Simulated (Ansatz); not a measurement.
**UBHLYP/STO-3G run of BH2SO (SMILES O[B]S)**

What is the electronic atomisation energy of BH2SO at UBHLYP/STO-3G? 

Program for the calculation: Ansatz 0.2.0.

76 further runs of the same task are left out: 2 that didn't finish, 74 set aside as unsound or not needed.

## (1) The system as given

The species is BH2SO (5 atoms), meant as a doublet with charge 0. SMILES: `O[B]S`. The shape is that of a PBE0-D4/def2-TZVP optimisation. This is a higher conformer, about 7 kJ/mol above the lowest found by a separate search.

Bond lengths: O1–B2 1.334 Å, B2–S3 1.785 Å, O1–H4 0.966 Å, S3–H5 1.356 Å. Angles: O1–B2–S3 132.0°, B2–O1–H4 116.7°, B2–S3–H5 99.8°.

## (2) The energy at UBHLYP/STO-3G

Input file in.yaml:

```yaml
crystal:
  periodic: [false, false, false]
  atoms:
    - {symbol: O, position_ang: [-1.294700, -0.054700, -0.435600]}
    - {symbol: B, position_ang: [-0.454300, 0.825600, 0.109700]}
    - {symbol: S, position_ang: [1.253800, 0.694200, 0.611100]}
    - {symbol: H, position_ang: [-0.947100, -0.940000, -0.604700]}
    - {symbol: H, position_ang: [1.492100, -0.598600, 0.278200]}
basis:
  gaussian:
    orbitals: STO-3G
magnetization:
  spin_polarized: true
  initial_magnetization: 1
hamiltonian:
  xc: {name: BHLYP}
accuracy: high
```

On the command line:

```bash
$ ansatz run in.yaml --threads 1 --pin off --max-ram 2610MiB --events-out events.jsonl --progress --plain --runs-dir runs
```

Standard output:

```text
Warning: RAYON_NUM_THREADS=1 ignored (pool sized by the plan → 1); use --threads N
Functional definition: BHLYP
  name "BHLYP"
  parameter a = 0.5
  exchange = (1 - a)*b88_x + a*exact_x
  correlation = lyp_c
374 factors; integrals over basis functions are off by at most 3.2e-8 eV
mean field evaluation 1: about -13431.2612 eV, gradient 1.1e1 eV
mean field evaluation 2: about -13432.0611 eV, gradient 7.7e0 eV
mean field evaluation 4: about -13432.4113 eV, gradient 4.5e-1 eV
mean field evaluation 8: about -13432.4331 eV, gradient 1.7e-2 eV
mean field evaluation 16: about -13432.4331 eV, gradient 1.7e-6 eV
mean field -13432.43310018 eV, -493.6328116016 hartree, gradient 3.6e-8 eV, S^2 0.753329; 0 other end points of the search recorded, 0 dependent functions left out
reference -13432.43311799 eV, -493.6328122559 hartree; 16, 15 occupied and 5, 6 virtual orbitals, 374 factors
Total energy: -13432.43311799 eV, -493.6328122559 hartree
```

Wall time 2 s (1 thread of Arm Neoverse V1, shared host); peak memory 0.13 GiB.

## (3) The B atom

Input file input.yaml:

```yaml
crystal:
  periodic: [false, false, false]
  atoms:
    - {symbol: B, position_ang: [0.000000, 0.000000, 0.000000]}
basis:
  gaussian:
    orbitals: STO-3G
magnetization:
  spin_polarized: true
  initial_magnetization: 1
hamiltonian:
  xc: {name: BHLYP}
accuracy: high
```

Run the same way, it converges to -24.27395 Eh (log not shown).

## (4) The H atom, same level

Input file in.yaml:

```yaml
crystal:
  periodic: [false, false, false]
  atoms:
    - symbol: H
      position_ang: [0.000000, 0.000000, 0.000000]
basis:
  gaussian:
    orbitals: STO-3G
magnetization:
  spin_polarized: true
  initial_magnetization: 1
hamiltonian:
  xc: {name: BHLYP}
accuracy: high
```

Run the same way, it converges to -0.46466 Eh (log not shown).

## (5) The O atom, same level

Input file job.yaml:

```yaml
crystal:
  periodic: [false, false, false]
  atoms:
    - {symbol: O, position_ang: [0.000000, 0.000000, 0.000000]}
basis:
  gaussian:
    orbitals: STO-3G
magnetization:
  spin_polarized: true
  initial_magnetization: 2
hamiltonian:
  xc: {name: BHLYP}
accuracy: high
```

Run the same way, it converges to -74.03523 Eh (log not shown).

## (6) The S atom

Input file in.yaml:

```yaml
crystal:
  periodic: [false, false, false]
  atoms:
    - {symbol: S, position_ang: [0.000000, 0.000000, 0.000000]}
basis:
  gaussian: {orbitals: STO-3G}
total_charge: 0
magnetization: {spin_polarized: true, initial_magnetization: 2}
hamiltonian: {xc: {name: BHLYP}}
accuracy: high
```

Run the same way, it converges to -393.69688 Eh (log not shown).

## (7) Outcome

Level: UBHLYP/STO-3G.

```
                     quantity          value
       molecule: total energy  -493.63281 Eh
               molecule: ⟨S²⟩          0.753
         B atom: total energy   -24.27395 Eh
                 B atom: ⟨S²⟩          0.750
         H atom: total energy    -0.46466 Eh
                 H atom: ⟨S²⟩          0.750
         O atom: total energy   -74.03523 Eh
                 O atom: ⟨S²⟩          2.000
         S atom: total energy  -393.69688 Eh
                 S atom: ⟨S²⟩          2.000
electronic atomisation energy      18.978 eV
```

**Reading.** Taking the molecule apart into free atoms costs 18.98 eV (438 kcal/mol), before zero-point energy and without spin-orbit coupling. In a minimal basis such a difference can be off by several eV, whatever the method.
